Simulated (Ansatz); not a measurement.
# FH5O2Si2: the cost of one run

Computed with Ansatz 0.2.0, driven from Python. Level of theory: CAM-B3LYP/cc-pVDZ.

**1. The system**

Bond lengths: O1–Si2 1.632 Å, Si2–O3 1.655 Å, Si2–Si4 2.367 Å, Si4–F5 1.670 Å, O1–H6 1.015 Å, Si2–H7 1.504 Å, O3–H8 0.971 Å, Si4–H9 1.542 Å, Si4–H10 1.413 Å. Angles: O1–Si2–O3 104.9°, O1–Si2–Si4 116.0°, O1–Si2–H7 107.7°, O3–Si2–Si4 111.7°, O3–Si2–H7 107.7°, Si4–Si2–H7 108.5°, Si2–O1–H6 114.3°, Si2–O3–H8 115.1°, Si2–Si4–F5 106.9°, Si2–Si4–H9 108.6°, Si2–Si4–H10 113.4°, F5–Si4–H9 106.3°, F5–Si4–H10 110.2°, H9–Si4–H10 111.2°.

No structure file is read: the coordinates are typed or built in the script.

**2. The code**

torsion_fh5o2si2.py reads:

```python
# -*- coding: utf-8 -*-
'''Energy of FH5O2Si2 as one group turns about a bond.'''

import ansatz as az
from ase import Atoms


def main():
    atoms = Atoms(['O', 'Si', 'O', 'Si', 'F', 'H', 'H', 'H', 'H', 'H'], positions=[
        [-1.239, -1.1497, 1.0003],
        [0.198, -0.5866, 0.4703],
        [0.7286, -1.7246, -0.6081],
        [0.1765, 1.5794, -0.4845],
        [-1.0628, 1.6051, -1.603],
        [-1.9805, -1.1216, 0.3071],
        [1.1468, -0.5849, 1.6369],
        [0.927, -2.5946, -0.2247],
        [-0.2091, 2.5943, 0.6101],
        [1.3975, 1.9322, -1.1014],
    ])

    # relax first, so that the scan starts from a minimum
    first = (
        az.Crystal.molecule_from_ase(atoms).calculation()
        .basis(gaussian='cc-pVDZ')
        .functional('cam_b3lyp')
        .relax(force_tolerance=0.02, max_steps=80)
    )
    atoms.positions = first.run(threads=1).report['positions_ang']

    start = atoms.get_dihedral(0, 1, 3, 4)
    energies = {}
    for turn in range(0, 360, 30):
        turned = atoms.copy()
        turned.set_dihedral(0, 1, 3, 4, start + turn, indices=[3, 4, 8, 9])
        model = (
            az.Crystal.molecule_from_ase(turned).calculation()
            .basis(gaussian='cc-pVDZ')
            .functional('cam_b3lyp')
        )
        energies[round((start + turn) % 360)] = model.run(threads=1).report['free_energy_ev']
    floor = min(energies.values())
    print('dihedral O0-Si1-Si3-F4 (deg)   E - E(min) (kcal/mol)')
    for angle, e in sorted(energies.items()):
        print(f'{angle:8d} {23.060548 * (e - floor):14.3f}  ' + '#' * int(30 * (e - floor) / max(max(energies.values()) - floor, 1e-9)))


if __name__ == '__main__':
    main()
```

**3. What the engine is handed**

The package turns the script's settings into the engine's input (first run):

```yaml
crystal:
  periodic: [false, false, false]
  atoms:
    - { symbol: O, position_ang: [-1.239, -1.1497, 1.0003] }
    - { symbol: Si, position_ang: [0.198, -0.5866, 0.4703] }
    - { symbol: O, position_ang: [0.7286, -1.7246, -0.6081] }
    - { symbol: Si, position_ang: [0.1765, 1.5794, -0.4845] }
    - { symbol: F, position_ang: [-1.0628, 1.6051, -1.603] }
    - { symbol: H, position_ang: [-1.9805, -1.1216, 0.3071] }
    - { symbol: H, position_ang: [1.1468, -0.5849, 1.6369] }
    - { symbol: H, position_ang: [0.927, -2.5946, -0.2247] }
    - { symbol: H, position_ang: [-0.2091, 2.5943, 0.6101] }
    - { symbol: H, position_ang: [1.3975, 1.9322, -1.1014] }
basis:
  gaussian:
    orbitals: cc-pVDZ
hamiltonian:
  xc: cam_b3lyp
relax:
  f_tol: 0.02
  max_steps: 80
```

**4. Launch**

Run with:

```bash
python torsion_fh5o2si2.py
```

What time and memory should one allow on 1 thread of AMD EPYC 9R45 (Zen 5), shared host?

About 67 s, with a peak of 0.35 GiB.
